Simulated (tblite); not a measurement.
# C2H14N2Si4: the cost of one run

Programs: tblite 0.8.0 and PySCF 2.14.0, with density-fitted response routines of our own. Each step states its level of theory. These are calculated values for one molecule, in the gas phase or a continuum, unless marked as measured. Atoms count from 0, in the outputs and in this text.

**1. Starting geometry**

22 atoms, charge 0, multiplicity 1; geometry from: force field or distance geometry start.

Bonds of the start (Å): Si0–N1 1.76, N1–Si2 1.73, N1–C3 1.42, C3–C4 1.53, C4–Si5 1.85, Si5–N6 1.81, N6–Si7 1.80, Si7–C3 1.83, Si0–H8 1.49, Si0–H9 1.47, Si0–H10 1.48, Si2–H11 1.50, Si2–H12 1.47, Si2–H13 1.49, C3–H14 1.11, C4–H15 1.12, C4–H16 1.11, Si5–H17 1.48, Si5–H18 1.45, N6–H19 1.06, Si7–H20 1.47, Si7–H21 1.47.

**2. Relaxing the molecule with GFN2-xTB**

Job settings and geometry (Å):

```
{"job": {"kind": "relax", "xc": "GFN2-xTB", "basis": "xTB"}, "charge": 0, "multiplicity": 1}
Si    -1.918300    -1.419700     0.992600
N     -1.197700     0.043300     0.326100
Si    -2.252400     1.234700    -0.340500
C     -0.003400    -0.273000    -0.378000
C      0.925500    -0.938400     0.635700
Si     2.636200    -0.292300     0.326500
N      2.536200     0.472700    -1.312900
Si     0.867100     1.134100    -1.162600
H     -1.419900    -2.602400     0.244100
H     -3.383700    -1.472300     0.930600
H     -1.416100    -1.590100     2.374400
H     -3.437400     1.364700     0.569200
H     -2.741500     0.976700    -1.698500
H     -1.629000     2.588400    -0.316700
H     -0.208100    -1.049100    -1.151500
H      0.566500    -0.642100     1.651400
H      0.900400    -2.033400     0.463200
H      2.871900     0.839000     1.257000
H      3.654300    -1.319900     0.423000
H      3.254100     1.243800    -1.386000
H      0.957700     2.328800    -0.316000
H      0.427200     1.425800    -2.533100
```

Command:

```
> OMP_NUM_THREADS=1 python probes_run.py task.json out
```

One launch serves the whole session: the jobs run in the order shown.

**Question.** How long does this first job take on 1 thread of Intel Xeon Platinum 8259CL at 2.50GHz, shared host, and how much memory does it need?

About 5.9 s, with a peak of 0.19 GiB.
